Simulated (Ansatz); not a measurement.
# AlH₇SiSn: a ladder of functionals and wavefunction methods

An exercise on one series of results from a longer session: the logs are not shown, and one member is left open.

Method: functionals in def2-TZVPP, the program's frozen cores in correlated methods; program: Ansatz 0.2.0, Gaussian basis.

Levels to be run: LDA (SPW92), PBE-D4, revPBE-D4, BLYP-D4, r2SCAN-D4, B97M-V, PBE0-D4, B3LYP-D4, r2SCANh-D4, r2SCAN0-D4, HSE06-D4, BHLYP-D4, CAM-B3LYP-D4, LC-ωPBE, ωB97X-V, ωB97M-V, B2PLYP, PBE-QIDH; CCSD(T)/def2-SVP; CCSD(T)/def2-TZVPP; MP2/def2-QZVPP; extrapolation to the limit; RPA on PBE.

## The geometry

An earlier PBE0-D4 in a triple-zeta def2 set relaxation fixed the geometry. Sn takes the def2 core potential; no spin-orbit term is included.

SMILES `[SiH3][AlH][SnH3]`, 10 atoms, charge 0, spin multiplicity 1.

Atoms are counted from 1 here; the program's logs count them from 0.

Bond lengths: Si1–Al2 2.456 Å, Si1–H4 1.492 Å, Si1–H5 1.489 Å, Si1–H6 1.492 Å, Al2–Sn3 2.662 Å, Al2–H7 1.590 Å, Sn3–H8 1.713 Å, Sn3–H9 1.712 Å, Sn3–H10 1.713 Å. Angles: Al2–Si1–H4 109.8°, Al2–Si1–H5 114.3°, Al2–Si1–H6 109.8°, H4–Si1–H5 107.9°, H4–Si1–H6 106.9°, H5–Si1–H6 107.8°, Si1–Al2–Sn3 119.8°, Si1–Al2–H7 121.6°, Sn3–Al2–H7 118.6°, Al2–Sn3–H8 112.0°, Al2–Sn3–H9 113.4°, Al2–Sn3–H10 111.9°, H8–Sn3–H9 106.4°, H8–Sn3–H10 106.2°, H9–Sn3–H10 106.4°.

Set-up of the first run:

in.yaml

```yaml
crystal:
  periodic: [false, false, false]
  atoms:
    - {symbol: Si, position_ang: [-1.727607, 1.016859, -0.987444]}
    - {symbol: Al, position_ang: [0.630941, 0.366064, -0.771792]}
    - {symbol: Sn, position_ang: [1.403794, -1.143735, 1.279557]}
    - {symbol: H, position_ang: [-2.584512, -0.202661, -1.056026]}
    - {symbol: H, position_ang: [-2.025795, 1.852509, -2.183846]}
    - {symbol: H, position_ang: [-2.154543, 1.780133, 0.221460]}
    - {symbol: H, position_ang: [1.723199, 0.824470, -1.833143]}
    - {symbol: H, position_ang: [2.607999, -0.374345, 2.224606]}
    - {symbol: H, position_ang: [0.128429, -1.541490, 2.349762]}
    - {symbol: H, position_ang: [2.081396, -2.629005, 0.759769]}
basis:
  gaussian: {orbitals: def2-TZVPP}
hamiltonian: {xc: lda}
output: {orbitals: {seedname: orbitals}}
```

Among the steps run: LDA; PBE-D4 (GGA); revPBE-D4 (GGA); BLYP-D4 (GGA); r2SCAN-D4 (meta-GGA); B97M-V (meta-GGA); PBE0-D4 (hybrid); B3LYP-D4 (hybrid); r2SCANh-D4 (hybrid); r2SCAN0-D4 (hybrid); HSE06-D4 (hybrid); BHLYP-D4 (hybrid); CAM-B3LYP-D4 (range-separated); LC-ωPBE (range-separated); ωB97X-V (range-separated); ωB97M-V (range-separated); B2PLYP (double hybrid); PBE-QIDH (double hybrid).

One table of the session follows, with a row left open; its other results are not shown here.

It belongs to the step «Orbital energies across the functionals». 

```
  functional  HOMO (eV)  LUMO (eV)  gap (eV)
 LDA (SPW92)      -6.30      -3.41      2.90
      PBE-D4      -6.21      -3.23      2.98
   revPBE-D4      -6.17      -3.14      3.03
     BLYP-D4      -6.06      -3.09      2.97
   r2SCAN-D4      -6.43      -3.04      3.39
      B97M-V      -6.50      -3.22      3.28
     PBE0-D4      -7.16      -2.50      4.66
    B3LYP-D4      -6.98      -2.67      4.31
  r2SCANh-D4      -6.78      -2.79      3.99
  r2SCAN0-D4          ?          ?         ?
    HSE06-D4      -6.78      -2.87      3.91
    BHLYP-D4      -8.01      -1.70      6.31
CAM-B3LYP-D4      -8.33      -1.52      6.81
     LC-ωPBE      -9.57      -0.49      9.08
     ωB97X-V      -9.27      -0.61      8.67
     ωB97M-V      -9.05      -0.86      8.19
```

**Question.** Estimate the row for r2SCAN0-D4.

Worked estimate for «HOMO (eV)». Against the share of exact exchange, r2SCAN-D4 (0, -6.43), r2SCANh-D4 (0.1, -6.78) give a slope of -3.50 per unit share; at 0.25 the line stands at -7.30.

The run gave: HOMO (eV): -7.31; LUMO (eV): -2.41; gap (eV): 4.90. In «HOMO (eV)» the line misses by +0.01.
